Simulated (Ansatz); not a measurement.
Geometry optimisation, DFT LDA, scalar-relativistic, plane waves, PAW (Ansatz 0.2.0).

input.yaml

```yaml
crystal:
  lattice:
    - [5.7868, 0.0, 0.0]
    - [-2.8934, 5.011516, 0.0]
    - [0.0, 0.0, 16.24725]
  atoms:
    - { symbol: W, position: [0.0, 0.0, 0.0615489] }
    - { symbol: C, position: [0.3333333, 0.1666667, 0.1486867] }
    - { symbol: W, position: [0.0, 0.0, 0.2358245] }
    - { symbol: C, position: [0.3333333, 0.1666667, 0.3229623] }
    - { symbol: W, position: [0.0, 0.5, 0.0615489] }
    - { symbol: C, position: [0.3333333, 0.6666667, 0.1486867] }
    - { symbol: W, position: [0.0, 0.5, 0.2358245] }
    - { symbol: C, position: [0.3333333, 0.6666667, 0.3229623] }
    - { symbol: W, position: [0.5, 0.0, 0.0615489] }
    - { symbol: C, position: [0.8333333, 0.1666667, 0.1486867] }
    - { symbol: W, position: [0.5, 0.0, 0.2358245] }
    - { symbol: C, position: [0.8333333, 0.1666667, 0.3229623] }
    - { symbol: W, position: [0.5, 0.5, 0.0615489] }
    - { symbol: C, position: [0.8333333, 0.6666667, 0.1486867] }
    - { symbol: W, position: [0.5, 0.5, 0.2358245] }
    - { symbol: C, position: [0.8333333, 0.6666667, 0.3229623] }
    - { symbol: Cl, position: [0.3342869, 0.9276445, 0.4645248] }
    - { symbol: H, position: [0.5707529, 1.0132495, 0.4922218] }
basis:
  ecutwfc: 420.0
kpoints:
  mp_grid: { grid: [3, 3, 1] }
hamiltonian:
  xc: lda
  pseudopotentials: { kind: paw, azcp: { folder: soft_1 } }
scf:
  occupations: { method: gaussian, width: 0.05 }
  lower_state_search: "off"
relax:
  f_tol: 0.03
  max_steps: 60
  adjacent_minimum: "off"
  constraints: [{ sites: [0, 4, 8, 12] }]
output:
  write_density: true
  write_potential: true
  elf: true
  volumetric_format: npy
```

Command:

```bash
$ ansatz run input.yaml --threads 4 --pin off --max-ram 10240MiB --backend cpu --events-out ev --progress --plain --runs-dir out
```

Q: Where does it end, and by what steps?

A: The run converged. Limits of this set-up: coarse k mesh, thin slab, slab without dipole correction, no dispersion correction for a molecule that may bind weakly, PAW files made for another functional, a typed lattice constant that wasn't relaxed here. After 33 steps the energy has fallen by 6.786 eV; H18 moved furthest, 2.34 Å. Parted: Cl17–H18 (1.28 → 2.96 Å). Joined: C4–Cl17 (2.69 → 1.69 Å), C12–H18 (3.05 → 1.10 Å).

```csv
step,energy less start (eV),largest force component (eV/Å),accepted
0,0.0000,5.497,yes
2,-4.2979,0.372,yes
4,-4.3316,0.155,yes
6,-4.3525,0.277,yes
8,-4.3841,0.350,yes
10,-4.3952,0.147,yes
12,-4.4187,0.073,yes
14,-4.4251,0.041,yes
16,-4.4406,0.069,yes
18,-4.4694,0.060,yes
20,-4.5018,0.086,yes
22,-4.5405,0.147,yes
24,-4.8148,1.318,yes
26,-5.9441,1.630,yes
28,-6.6077,0.643,yes
30,-6.7772,0.255,yes
32,-6.7858,0.041,yes
33,-6.7860,0.018,yes
```

```xyz
18
Lattice="5.7868 0.0000 0.0000 -2.8934 5.0115 0.0000 0.0000 0.0000 16.2473" Properties=species:S:1:pos:R:3
W 0.000 0.000 1.000
C 1.446 0.845 2.311
W -0.010 0.027 3.783
C 1.446 0.831 5.040
W -1.447 2.506 1.000
C 0.003 3.337 2.289
W -1.447 2.517 3.824
C -0.007 3.431 4.894
W 2.893 0.000 1.000
C 4.340 0.841 2.309
W 2.902 0.027 3.783
C 4.339 0.840 5.023
W 1.447 2.506 1.000
C 2.890 3.337 2.289
W 1.446 2.526 3.816
C 2.899 3.431 4.894
Cl -1.448 6.022 6.720
H 1.446 5.950 6.117
```

Whether the end is a true minimum wasn't checked by a vibrational analysis.

Run time: 3.8 min on 4 threads of Arm Neoverse V1 (shared host), peak memory 1.2 GiB.
